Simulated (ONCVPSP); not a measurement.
**Potassium: generating and testing an ONCV potential**

Task: generate the file, and judge it by its errors in other configurations, its logarithmic derivatives, its ghosts and its cutoff.

Method: ONCVPSP 4.0.1, PW91, scalar-relativistic.

**1. Starting point**

Typed settings, in words:

- element: potassium (K, Z = 19)
- type: optimised norm-conserving Vanderbilt (ONCV)
- frozen core: [Ne]
- valence charge: 9
- reference configuration: 3s2 3p6 4s1
- partial waves: 3s+4s: rc 2.00 bohr, ncon 3, nbas 7, qcut 5.4 1/bohr, 3 projectors, debl 3.7 Ha; 3p: rc 2.20 bohr, ncon 4, nbas 9, qcut 6.9 1/bohr, 2 projectors, debl 2.3 Ha; d scattering state at 0.16 Ha: rc 2.45 bohr, ncon 4, nbas 7, qcut 3.8 1/bohr, 2 projectors, debl 0.4 Ha
- local potential: polynomial inside 1.35 bohr (lpopt 4, dvloc0 -1 Ha)
- core correction: Teter function fitted to the true core (icmod 2), fcfact 0.65

**2. Generating the potential**

K.dat

```
# ATOM AND REFERENCE CONFIGURATION
# atsym  z   nc   nv     iexc    psfile
  K 19.00    3    3  -109134      upf
#
#   n    l    f
    1    0    2.00
    2    0    2.00
    2    1    6.00
    3    0    2.00
    3    1    6.00
    4    0    1.00
#
# PSEUDOPOTENTIAL AND OPTIMIZATION
# lmax
    2
#
#   l,   rc,      ep,       ncon, nbas, qcut
    0    2.00    0.00    3    7    5.40
    1    2.20    0.00    4    9    6.90
    2    2.45    0.16    4    7    3.80
#
# LOCAL POTENTIAL
# lloc, lpopt,  rc(5),   dvloc0
    4    4    1.35   -1.00
#
# VANDERBILT-KLEINMAN-BYLANDER PROJECTORs
# l, nproj, debl
    0    3    3.70
    1    2    2.30
    2    2    0.40
#
# MODEL CORE CHARGE
# icmod, fcfact, rcfact
    2    0.65    0.65
#
# LOG DERIVATIVE ANALYSIS
# epsh1, epsh2, depsh
   -3.00    5.00    0.02
#
# OUTPUT GRID
# rlmax, drl
    6.00    0.01
#
# TEST CONFIGURATIONS
# ncnf
    4
# nvcnf
#   n    l    f
    3
    3    0    2.00
    3    1    6.00
    4    0    0.00
#
    3
    3    0    2.00
    3    1    6.00
    4    0    0.50
#
    4
    3    0    2.00
    3    1    6.00
    4    0    0.00
    4    1    1.00
#
    3
    3    0    1.00
    3    1    6.00
    4    0    1.00
#
```

On the command line:

```console
$ oncvpsp.x < K.dat > K.out
```

What does the calculation give? Wanted: cutoffs for 1 and 0.1 mHa per electron, occupied waves; bound ghosts; GHOST(+) flags; largest test error; largest phase difference near zero energy, channels read; rms error of d²Exc/dn², without and with the model core.

The runs gave:

```
                                                quantity                      value
  cutoffs for 1 and 0.1 mHa per electron, occupied waves            12 Ha and 15 Ha
                                            bound ghosts                 none found
                                          GHOST(+) flags         none at low energy
                            largest test error (AE − PS)  -160 meV, for 3s1 3p6 4s1
largest phase difference near zero energy, channels read                  0.002 rad
 rms error of d²Exc/dn², without and with the model core          2.04 and 1.10 mHa
```

The worst unpolarised test, 3s1 3p6 4s1, is off by 160 meV on 42.0 eV; by total energies transferability rates as poor. The potential is soft on the atom at that tolerance: the looser tolerance needs 12 Ha. At the looser tolerance the 3p wave is the slowest; 3s needs 8 Ha. That counts occupied waves only; other projectors can need more. The program's ghost test flags no bound state. Near zero energy the phases of the channels with partial waves agree within 0.002 rad. All of this concerns the isolated atom, not yet a solid.
